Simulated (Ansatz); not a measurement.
# H5NO2Si: molecular dynamics

Purpose: to follow the molecule's vibrations and see whether its bonds hold. The start is relaxed first. Runs: 500 steps of 0.25 fs under a Langevin thermostat at 700 K. SMILES of the start: N[SiH](O)O.

Program: Ansatz 0.2.0. Level of theory: RKS PBE0/def2-SVP. These are calculated values, not measurements.

## Step 1: The starting structure

Bond lengths: Si1–N2 1.820 Å, N2–H3 1.060 Å, N2–H4 1.060 Å, Si1–O5 1.680 Å, O5–H6 1.010 Å, Si1–H7 1.459 Å, Si1–O8 1.679 Å, O8–H9 1.010 Å. Angles: Si1–N2–H3 120.0°, Si1–N2–H4 120.0°, H3–N2–H4 120.0°, N2–Si1–O5 109.4°, N2–Si1–H7 109.5°, N2–Si1–O8 109.5°, O5–Si1–H7 109.5°, O5–Si1–O8 109.5°, H7–Si1–O8 109.5°, Si1–O5–H6 109.5°, Si1–O8–H9 109.5°.

Coordinates:

```xyz
9

Si    0.0000    0.0000    0.0000
N     0.0000    0.0000    1.8200
H    -0.8770   -0.2713    2.3500
H     0.8770    0.2713    2.3500
O     1.5842    0.0000   -0.5594
H     1.9006   -0.9521   -0.6761
H    -0.6877    1.1914   -0.4862
O    -0.7913   -1.3709   -0.5594
H    -1.2459   -1.8365    0.2129
```

## Step 2: Relaxing the start

The input, input.yaml:

```yaml
crystal:
  periodic: [false, false, false]
  atoms:
    - { symbol: Si, position_ang: [0.0, 0.0, 0.0] }
    - { symbol: "N", position_ang: [0.0, 0.0, 1.82] }
    - { symbol: H, position_ang: [-0.877, -0.2713, 2.35] }
    - { symbol: H, position_ang: [0.877, 0.2713, 2.35] }
    - { symbol: O, position_ang: [1.5842, 0.0, -0.5594] }
    - { symbol: H, position_ang: [1.9006, -0.9521, -0.6761] }
    - { symbol: H, position_ang: [-0.6877, 1.1914, -0.4862] }
    - { symbol: O, position_ang: [-0.7913, -1.3709, -0.5594] }
    - { symbol: H, position_ang: [-1.2459, -1.8365, 0.2129] }
basis:
  gaussian: { orbitals: def2-SVP }
hamiltonian:
  xc: pbe0
relax:
  f_tol: 0.02
  max_steps: 40
```

Run with:

```sh
$ ansatz run input.yaml --threads 2 --pin off --max-ram 3072MiB --backend cpu --events-out ev --progress --plain --runs-dir out
```

The runs that follow: Dynamics.

**Question.** What will these runs give? Wanted: relaxation of the start; temperature, first and last step; temperature, second half; potential energy, second half; bonds formed or broken.

The runs gave:

| quantity | value |
| --- | --- |
| relaxation of the start | 9 moves, 0.526 eV lower |
| length | 500 steps of 0.25 fs |
| temperature, first and last step | 622 and 438 K |
| temperature, second half | mean 616 K, from 246 to 1006 K |
| potential energy, second half | +49 meV/atom from the start |
| bonds formed or broken | 0 |

**Reading.** Against a set 700 K the second half averages 616 K with a spread of 175 K. The bonds all hold. 125 fs on 9 atoms is far too short and small for converged averages. The nuclei move classically, without zero-point motion, which matters most for hydrogen.
